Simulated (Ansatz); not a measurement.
Runs of Ansatz 0.2.0 on NaLaMnMoO6. It takes space group C2/c (No. 15, monoclinic). Conventional cell: a = 7.589 Å, b = 7.699 Å, c = 8.220 Å, α = 90.00°, β = 90.32°, γ = 90.00°. Na (site symmetry 2) has 4 O at 2.40 Å as nearest neighbours. Around La (site symmetry 2) lie 10 O at 2.57 to 2.89 Å. Mn (site symmetry -1) is surrounded by 6 O at 1.94 to 2.23 Å. Mo (site symmetry -1) is surrounded by 6 O at 1.94 to 1.97 Å. Around O (site symmetry 1) lie 1 Mo at 1.94 Å and 1 Mn at 2.23 Å. Around O (site symmetry 1) lie 1 Mn at 1.95 Å and 1 Mo at 1.96 Å. O (site symmetry 1) is surrounded by 1 Mn at 1.94 Å and 1 Mo at 1.97 Å. The cell was built by a generator and needn't be a form met in nature.

```csv
task,level,potentials or basis,cutoff (eV),points for each segment of the path,gap on the mesh (eV),pressure (GPa),moment (μB),largest force (eV/Å)
single point,PBE,Ansatz PAW earlier set,900,-,none,0.0,6.82,0.03
band structure,r2SCAN,Ansatz PAW,500,10,none,(a),7.33,0.37
electric field gradients,PBE,Ansatz PAW,420,-,none,0.0,6.82,0.03
atomic charges,PBE,Ansatz PAW,420,-,none,0.0,6.82,0.03
electron localisation function,PBE,Ansatz PAW,420,-,none,0.0,6.82,0.03
```

Alike in all rows: spin collinear, ferromagnetic start; cell as given; k mesh 5 × 5 × 4; smearing fermi-dirac 0.05 eV.

Question: Estimate the missing entries.

Answer: (a) -2.5.

Caveats: semilocal functionals often make such compounds metallic where correlation or magnetic order opens a gap, which also shifts bond lengths; only a ferromagnetic start was run, and an antiferromagnetic order may lie lower in energy; the starting moments weren't kept; the magnetic or orbital state may not be the lowest (some runs); spin-orbit coupling is left out, which moves the levels of the heavy elements (some runs); the PAW data sets come from PBE, with cores solved anew for the run's functional, which leaves a small shift of forces and pressure (some runs).

A k mesh can miss the band edges, and the runs leave out spin-orbit coupling on La, Mo.

A gap of «none» marks a metal or a gap under the smearing width.
